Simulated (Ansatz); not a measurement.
# SeCl₂O: up Jacob's ladder to CCSD(T)

How much do the methods differ for SeCl₂O? The plan is to run it at one geometry with functionals of several rungs and with coupled cluster. The yardstick is the atomisation energy at the CCSD(T) limit.

The runs use Ansatz 0.2.0, Gaussian basis; functionals in def2-TZVPP, the program's frozen cores in correlated methods.

Levels to be run: LDA (SPW92), PBE-D4, revPBE-D4, BLYP-D4, r2SCAN-D4, B97M-V, PBE0-D4, B3LYP-D4, r2SCANh-D4, r2SCAN0-D4, HSE06-D4, BHLYP-D4, CAM-B3LYP-D4, LC-ωPBE, ωB97X-V, ωB97M-V, B2PLYP, PBE-QIDH; CCSD(T)/def2-SVP; CCSD(T)/def2-TZVPP; CCSD(T)/def2-QZVPP; extrapolation to the limit; RPA on PBE.

## (1) The geometry

An earlier PBE0-D4 in a triple-zeta def2 set relaxation fixed the geometry.

SMILES `O=[Se](Cl)Cl`, 4 atoms, charge 0, spin multiplicity 1.

Atoms are counted from 1 here; the program's logs count them from 0.

Bond lengths: O1–Se2 1.590 Å, Se2–Cl3 2.198 Å, Se2–Cl4 2.198 Å. Angles: O1–Se2–Cl3 105.8°, O1–Se2–Cl4 105.8°, Cl3–Se2–Cl4 97.1°.

## (2) LDA

This LDA is Slater exchange with PW92 correlation.

in.yaml

```yaml
crystal:
  periodic: [false, false, false]
  atoms:
    - {symbol: O, position_ang: [1.449499, -0.722724, 0.201745]}
    - {symbol: Se, position_ang: [-0.129726, -0.575438, 0.319315]}
    - {symbol: Cl, position_ang: [-0.480759, 1.412887, 1.188699]}
    - {symbol: Cl, position_ang: [-0.839014, -0.114724, -1.709759]}
basis:
  gaussian: {orbitals: def2-TZVPP}
hamiltonian: {xc: lda}
output: {orbitals: {seedname: orbitals}}
```

Started as:

```sh
ansatz run in.yaml --threads 2 --pin off --events-out ev --progress --plain --max-ram 32768MiB --backend cpu
```

The runs that follow: PBE-D4 (GGA); revPBE-D4 (GGA); BLYP-D4 (GGA); r2SCAN-D4 (meta-GGA); B97M-V (meta-GGA); B3LYP-D4 (hybrid); r2SCANh-D4 (hybrid); r2SCAN0-D4 (hybrid); HSE06-D4 (hybrid); BHLYP-D4 (hybrid); CAM-B3LYP-D4 (range-separated); LC-ωPBE (range-separated); ωB97X-V (range-separated); ωB97M-V (range-separated); B2PLYP (double hybrid); PBE-QIDH (double hybrid); CCSD(T) in def2-SVP; CCSD(T) in def2-TZVPP; CCSD(T) in def2-QZVPP; RPA on PBE orbitals.

Q: Predict the results of all the runs planned. Wanted: atomisation energy, CCSD(T)/CBS; farthest beyond LDA; mean size of error, GGA; mean size of error, meta-GGA; mean size of error, hybrid; mean size of error, range-separated; mean size of error, double hybrid; gap, smallest and largest; T1 diagnostic.

**Answer**, as computed:

```
                               quantity                                      value
        atomisation energy, CCSD(T)/CBS                               894.8 kJ/mol
  functionals within 8.9 kJ/mol (1.0 %)              B3LYP-D4, r2SCANh-D4, ωB97X-V
                    farthest beyond LDA                   BHLYP-D4 (-140.0 kJ/mol)
                mean size of error, GGA                                87.3 kJ/mol
           mean size of error, meta-GGA                                43.5 kJ/mol
             mean size of error, hybrid                                38.6 kJ/mol
    mean size of error, range-separated                                26.5 kJ/mol
      mean size of error, double hybrid                                24.8 kJ/mol
              gap, smallest and largest  3.97 eV (LDA (SPW92)), 10.79 eV (LC-ωPBE)
                          T1 diagnostic                                     0.0191
triples share of the correlation energy                                      4.8 %
```

What this shows: LDA overbinds by 342.6 kJ/mol (38 %). PBE-D4 misses by +126.6 kJ/mol. Double hybrids carry the basis error of their MP2 part in triple zeta, and no dispersion term here, so their miss is partly the set-up's. Taken by rung, double hybrid functionals do best (24.8 kJ/mol on average) and GGA ones worst beyond LDA (87.3 kJ/mol). The gap between the best rungs is small, so their order is not settled. RPA and LDA stand outside this count. The reference freezes the cores and leaves out relativity and excitations past (T), and its outer-core shells are covered unevenly, so misses under about 8.9 kJ/mol can't be ranked. All levels share the lack of spin-orbit coupling, which lowers the free heavy atoms and so the true binding. Hartree-Fock recovers 34 % of the binding; the rest is correlation. CCSD(T) in def2-SVP is off by -204.3 kJ/mol, more than most functionals: a good method in a small basis is no reference. The gap grows from 4.0 to 10.8 eV across the functionals, mostly with the share of exact exchange. Correlated methods include outer-core shells of Se, which these sets cover unevenly.
